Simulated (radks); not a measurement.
**Co³⁺ in [Ne] 3s2 3p5 3d6 4f1: an all-electron calculation**

What are the levels of the cobalt ion Co3+, how large are its shells, and how does its energy divide?

Program: radks (a radial shooting solver on a logarithmic mesh, Libxc functionals) version 1. Level of theory: scalar-relativistic Kohn-Sham, PBEsol, spin-unpolarised, spherical densities, finite nucleus. These are calculated values, not measurements, unless marked.

### 1 The system

- element: cobalt (Z = 27)
- charge: +3
- electrons: 24
- configuration: [Ne] 3s2 3p5 3d6 4f1
- nuclear rms radius: 3.7875 fm

Outer shells as boxes (Hund's rule):

Co³⁺
```
[Ne] core
3s [↑↓]
3p [↑↓][↑↓][↑ ]
3d [↑↓][↑ ][↑ ][↑ ][↑ ]
4f [↑ ][  ][  ][  ][  ][  ][  ]
```

### 2 The calculation

Settings of this run:

```text
Z 27
configuration [Ne] 3s2 3p5 3d6 4f1
relativity scalar-relativistic
functional pbe_sol,pbe_sol
spin unpolarised
nucleus finite rms 3.7875 fm
c 137.035999084
```

Q: Predict the outcome of this run.

The runs gave:

```
                        quantity                value
                    total energy  -1385.92831 hartree
exchange-correlation share of it               4.06 %
                            −T/E               1.0129
          highest occupied level       4f, -11.660 eV
    most extended occupied level  4f, <r> = 4.34 bohr
 radius at density 0.001 e/bohr³            4.53 bohr
    maxima of the radial density                    4
```

The radial density shows 4 maxima for 4 occupied principal shells. Relativity lifts −T/E to 1.013. This is not the tabulated ground configuration, so its levels and sizes aren't those of the ground state, and no measured value stands beside it.
